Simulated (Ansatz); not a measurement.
# Al: a line through a two-coordinate scan

The task here is to estimate one member of a computed series from the others.

Program: Ansatz 0.2.0. Level of theory: DFT LDA, scalar-relativistic, plane waves, PAW. These are calculated values, not measurements.

26 further runs of the same task are left out: 26 set aside as unsound or not needed.

## Starting point

Symmetry: Im-3m, No. 229, cubic system. Conventional cell: a = 3.189 Å, b = 3.189 Å, c = 3.189 Å, α = 90.00°, β = 90.00°, γ = 90.00°. Around Al (site symmetry m-3m) lie 8 Al at 2.76 Å.

Structure file:

```cif
data_structure
_symmetry_space_group_name_H-M 'P 1'
_symmetry_Int_Tables_number 1
_cell_length_a 2.7619
_cell_length_b 2.7619
_cell_length_c 2.7619
_cell_angle_alpha 109.471
_cell_angle_beta 109.471
_cell_angle_gamma 109.471
_cell_volume 16.22
loop_
_atom_site_label
_atom_site_type_symbol
_atom_site_fract_x
_atom_site_fract_y
_atom_site_fract_z
_atom_site_occupancy
Al1 Al 0.00000 0.00000 0.00000 1
```

It goes back to an entry of the Materials Project, which need not be the stable form.

It is the result of an earlier relaxation at this level (volume 16.22 Å³/atom; gap on the mesh: none (metal)).

## Plan of the line

The energy is mapped over volume and the cell's shape.

First coordinate, volume per atom: 7 values from 14.92 to 17.52 Å³. Second coordinate, c/a of the conventional cell: 9 values from 0.861 to 1.566.

Nothing else is relaxed (symmetry fixes all fractional coordinates). Energies count from the relaxed crystal. Points are written as (first, second).

The first run:

input.yaml reads:

```yaml
crystal:
  lattice:
    - [-1.4172229339, 1.4172229339, 1.910983404]
    - [1.4172229339, -1.4172229339, 1.910983404]
    - [1.4172229339, 1.4172229339, -1.910983404]
  atoms:
    - { symbol: Al, position: [0.0, 0.0, 0.0] }
basis:
  ecutwfc: 420
kpoints:
  mp_grid: { grid: [22, 22, 22] }
hamiltonian:
  xc: lda
scf:
  occupations: { method: gaussian, width: 0.15 }
output:
  forces: true
  stress: true
  eigenvalues: true
```

Started as:

```console
> ansatz run input.yaml --threads 1 --pin off --max-ram 2048MiB --backend cpu --events-out ev --progress --plain --runs-dir out
```

Steps of the session up to this table: Grid point (15.35 Å³, 1.348); Point (16.22 Å³, 1.348); Point (16.65 Å³, 1.348); Point (17.08 Å³, 1.348); Point (17.52 Å³, 1.348).

One of the session's tables, all rows but one given; the rest of the session is left out.

| volume per atom (Å³) | energy (meV/atom) | slope (meV/atom per Å³) | pressure (GPa) |
| --- | --- | --- | --- |
| 14.92 | −80 | −36 | 5.7 |
| 15.35 | −91 | −17 | 2.8 |
| 15.79 | ? | ? | ? |
| 16.22 | −93 | 12 | −1.9 |
| 16.65 | −85 | 23 | −3.7 |
| 17.08 | −73 | 33 | −5.3 |
| 17.52 | −57 | 42 | −6.7 |

Estimate the missing values for volume per atom (Å³) = 15.79.

Worked estimate for «energy (meV/atom)». A straight line through the neighbours (15.35, −91) and (16.22, −93) gives −91 + (−93 − −91) × (15.79 − 15.35) / (16.22 − 15.35) = -92; a parabola fitted to 4 rows on both sides gives -95.

As computed: energy (meV/atom): −95; slope (meV/atom per Å³): −2; pressure (GPa): 0.3. In «energy (meV/atom)» the line misses by +3 and the parabola by +0.

Energies count from the relaxed crystal. Rows without a step come from runs not printed here or follow by symmetry.

V·d²E/dV² there is about 84 GPa, a bulk modulus under this line's constraint. The well is lopsided: two grid steps out, the energy rises by 15 meV/atom towards smaller values and 10 meV/atom towards larger ones. The highest point computed, at 17.52 Å³, lies 38 meV/atom above the lowest.
